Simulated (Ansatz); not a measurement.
**BFH6O2Si2: basis-set convergence**

An exercise on one series of results from a longer session: the logs are not shown, and one member is left open.

Program: Ansatz 0.2.0, Gaussian basis. Level of theory: one geometry, several basis sets. These are calculated values, not measurements.

Levels to be run: PBE0-D4/def2-SVP; ωB97M-V/def2-SVP; PBE0-D4/def2-QZVPP; ωB97M-V/def2-QZVPP; the functionals' def2-TZVPP values are taken from earlier runs.

## Structure used throughout

The geometry comes from an earlier relaxation with PBE0-D4 in a triple-zeta def2 set; it is a stationary point, not always the lowest conformer.

SMILES `FB(O[SiH3])O[SiH3]`, 12 atoms, charge 0, spin multiplicity 1.

Atoms are counted from 1 here; the program's logs count them from 0.

Bond lengths: F1–B2 1.344 Å, B2–O3 1.348 Å, B2–O5 1.348 Å, O3–Si4 1.655 Å, Si4–H7 1.480 Å, Si4–H8 1.484 Å, Si4–H9 1.484 Å, O5–Si6 1.655 Å, Si6–H10 1.484 Å, Si6–H11 1.480 Å, Si6–H12 1.484 Å. Angles: F1–B2–O3 119.5°, F1–B2–O5 119.5°, O3–B2–O5 121.0°, B2–O3–Si4 133.1°, O3–Si4–H7 106.5°, O3–Si4–H8 110.1°, O3–Si4–H9 110.1°, H7–Si4–H8 110.2°, H7–Si4–H9 110.2°, H8–Si4–H9 109.8°, B2–O5–Si6 133.1°, O5–Si6–H10 110.1°, O5–Si6–H11 106.5°, O5–Si6–H12 110.1°, H10–Si6–H11 110.2°, H10–Si6–H12 109.8°, H11–Si6–H12 110.1°.

Set-up of the first run:

Contents of in.yaml:

```yaml
crystal:
  periodic: [false, false, false]
  atoms:
    - {symbol: F, position_ang: [-0.642768, 0.310534, 1.191761]}
    - {symbol: B, position_ang: [-0.016326, 0.006013, 0.041866]}
    - {symbol: O, position_ang: [0.051597, -1.279966, -0.356349]}
    - {symbol: Si, position_ang: [-0.501820, -2.695843, 0.296919]}
    - {symbol: O, position_ang: [0.533839, 0.991421, -0.695161]}
    - {symbol: Si, position_ang: [0.628366, 2.631557, -0.498661]}
    - {symbol: H, position_ang: [-0.089955, -3.775799, -0.627559]}
    - {symbol: H, position_ang: [-1.980529, -2.659203, 0.413722]}
    - {symbol: H, position_ang: [0.101972, -2.910118, 1.635243]}
    - {symbol: H, position_ang: [1.353273, 2.953682, 0.755268]}
    - {symbol: H, position_ang: [1.372728, 3.153657, -1.666545]}
    - {symbol: H, position_ang: [-0.733476, 3.219064, -0.456305]}
basis:
  gaussian: {orbitals: def2-SVP}
hamiltonian: {xc: pbe0, dispersion: d4}
output: {orbitals: {seedname: orbitals}}
```

Launch:

```bash
ansatz run in.yaml --threads 4 --pin off --events-out ev --progress --plain --max-ram 11315MiB
```

Steps of the session up to this table: PBE0-D4 in def2-SVP; ωB97M-V in def2-SVP; PBE0-D4 in def2-QZVPP; ωB97M-V in def2-QZVPP.

One table of the session follows, with a row left open; its other results are not shown here.

It belongs to the step «Density functionals: the series». 

| functional | basis | HOMO (eV) | LUMO (eV) |
| --- | --- | --- | --- |
| PBE0-D4 | def2-SVP | -9.03 | 0.44 |
| PBE0-D4 | def2-TZVPP | ? | ? |
| PBE0-D4 | def2-QZVPP | -9.13 | -0.30 |
| ωB97M-V | def2-SVP | -11.28 | 2.32 |
| ωB97M-V | def2-TZVPP | -11.40 | 1.39 |
| ωB97M-V | def2-QZVPP | -11.42 | 1.13 |

Estimate the missing values for PBE0-D4, def2-TZVPP.

**Answer.** HOMO (eV): -9.12; LUMO (eV): -0.18. In the column «HOMO (eV)» it lies between PBE0-D4, def2-QZVPP (-9.13) and PBE0-D4, def2-SVP (-9.03).
